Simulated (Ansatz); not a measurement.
# WF₂ (triplet): from a generated start to a stationary point

Aim: relax a generated start of WF₂ (triplet) and see which bonds hold.

Method: UKS PBE0/def2-TZVP; program: Ansatz 0.2.0, Gaussian basis.

## Step 1: Starting geometry

3 atoms, charge 0, spin multiplicity 3.

Atoms are counted from 1 here; the program's logs count them from 0.

Bond lengths: W1–F2 1.728 Å, W1–F3 1.728 Å. Angles: F2–W1–F3 180.0°.

The start was built by rule and, where that kept it together, relaxed with GFN2-xTB. Sticks and bond lists go by distance. No spin-orbit coupling is included. Elements past krypton take def2 core potentials.

## Step 2: The run

in.yaml reads:

```yaml
crystal:
  periodic: [false, false, false]
  atoms:
    - {symbol: W, position_ang: [0.000000, 0.000000, 0.000000]}
    - {symbol: F, position_ang: [0.000000, 0.000000, 1.727615]}
    - {symbol: F, position_ang: [0.000000, 0.000000, -1.727615]}
basis:
  gaussian: {orbitals: def2-TZVP}
magnetization: {spin_polarized: true, initial_magnetization: 2}
hamiltonian: {xc: pbe0}
relax: {f_tol: 0.004, max_steps: 80}
```

On the command line:

```console
$ ansatz run in.yaml --threads 1 --pin off --events-out ev --progress --plain --max-ram 2176MiB
```

**Question.** What will these runs give? Wanted: energy gained; shift from the start; total energy; dipole moment; ⟨S²⟩.

The runs gave:

```
                  quantity          value
                     steps              5
             energy gained       0.396 eV
shift from the start (rms)        0.075 Å
              total energy  -7256.6735 eV
             dipole moment         0.00 D
                      ⟨S²⟩          2.013
```

The bonds of the start are those of the end. W1–F2 went from 1.728 to 1.820 Å. No vibrations were run, so this is a stationary point, not a proven minimum, and this spin need not be the ground state's.
